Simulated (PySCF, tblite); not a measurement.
# C₅H₆BF₃S: geometry, infrared bands and NMR shifts

Aim: predict the infrared bands and NMR shifts of C₅H₆BF₃S (`CSCBC#CC(F)(F)F`).

Computed with tblite 0.8.0 and PySCF 2.14.0, with density-fitted response routines of our own, on a single molecule in the gas phase. Atoms count from 0, in the outputs and in this text.

## (1) Starting geometry

16 atoms, charge 0, multiplicity 1; geometry from: force field or distance geometry start.

Bonds of the start (Å): C0–S1 1.83, S1–C2 1.80, C2–B3 1.60, B3–C4 1.56, C4–C5 1.21, C5–C6 1.46, C6–F7 1.39, C6–F8 1.40, C6–F9 1.39, C0–H10 1.10, C0–H11 1.11, C0–H12 1.14, C2–H13 1.09, C2–H14 1.12, B3–H15 1.17.

## (2) Optimising the geometry with GFN2-xTB

The job: settings as JSON, then the geometry in Å.

```
{"job": {"kind": "relax", "xc": "GFN2-xTB", "basis": "xTB"}, "charge": 0, "multiplicity": 1}
C      3.664200     0.850900    -0.206600
S      2.066600     0.361900    -0.940900
C      1.146500    -0.666800     0.220900
B     -0.234100    -1.046900    -0.501400
C     -1.569900    -0.532100     0.110900
C     -2.618300    -0.128300     0.566300
C     -3.883300     0.355500     1.111000
F     -4.886600     0.334100     0.153500
F     -4.276300    -0.447100     2.184300
F     -3.651100     1.652100     1.543900
H      4.476200     0.813900    -0.947300
H      3.846500     0.220600     0.686200
H      3.618400     1.927100     0.154400
H      1.669900    -1.604500     0.434200
H      0.917900    -0.091000     1.152400
H     -0.294200    -1.990300    -1.198200
```

Command:

```sh
$ OMP_NUM_THREADS=1 python probes_run.py task.json out
```

One launch serves the whole session: the jobs run in the order shown.

**Question.** This job is followed by: GFN2-xTB harmonic vibrations, gas phase; GIAO PBE0/pcSseg-1 NMR shielding, non-relativistic, gas phase. Predict these results of the whole session: strongest single infrared mode (GFN2-xTB); zero-point energy (GFN2-xTB); 13C shifts against TMS (PBE0/pcSseg-1); 1H shifts against TMS (PBE0/pcSseg-1, means over atoms taken as alike); 33S shifts against CS2 (PBE0/pcSseg-1); 11B shifts against BF3·OEt2 (PBE0/pcSseg-1); 19F shifts against CFCl3 (PBE0/pcSseg-1, means over atoms taken as alike); surface potential, 1st and 99th percentile.

As calculated:

| quantity | value |
| --- | --- |
| strongest single infrared mode (GFN2-xTB) | 1238 cm⁻¹, 423 km/mol |
| zero-point energy (GFN2-xTB) | 62.1 kcal/mol |
| 13C shifts against TMS (PBE0/pcSseg-1) | 127.2, 124.4, 103.0, 42.1, 25.4 ppm |
| 1H shifts against TMS (PBE0/pcSseg-1, means over atoms taken as alike) | 6.86, 2.60, 2.21 ppm |
| 33S shifts against CS2 (PBE0/pcSseg-1) | -35 ppm |
| 11B shifts against BF3·OEt2 (PBE0/pcSseg-1) | 70.1 ppm |
| 19F shifts against CFCl3 (PBE0/pcSseg-1, means over atoms taken as alike) | -62.1 ppm |
| surface potential, 1st and 99th percentile | -0.93 V and 1.47 V |

What this shows: Over 129 steps the energy fell by 0.639 eV; of the close pairs, C6–F8 changed most, 1.397 to 1.344 Å. The lowest mode is slightly imaginary (12i cm⁻¹), a soft motion within the noise of the Hessian, so the minimum is not strictly shown. The strongest single mode, at 1238 cm⁻¹, is carried by C6, B3, C4, C5. GFN2-xTB is a fitted tight-binding method: band positions and strengths are rough. Its intensities can rank the bands wrongly. At PBE0/pcSseg-1: Shielding is most anisotropic at S1 (span 368 ppm, paramagnetic term -518 ppm). By nearest atom (PBE0/pcSseg-1), the HOMO sits on S1 80 % and the LUMO on B3 41 %; C5 22 %.
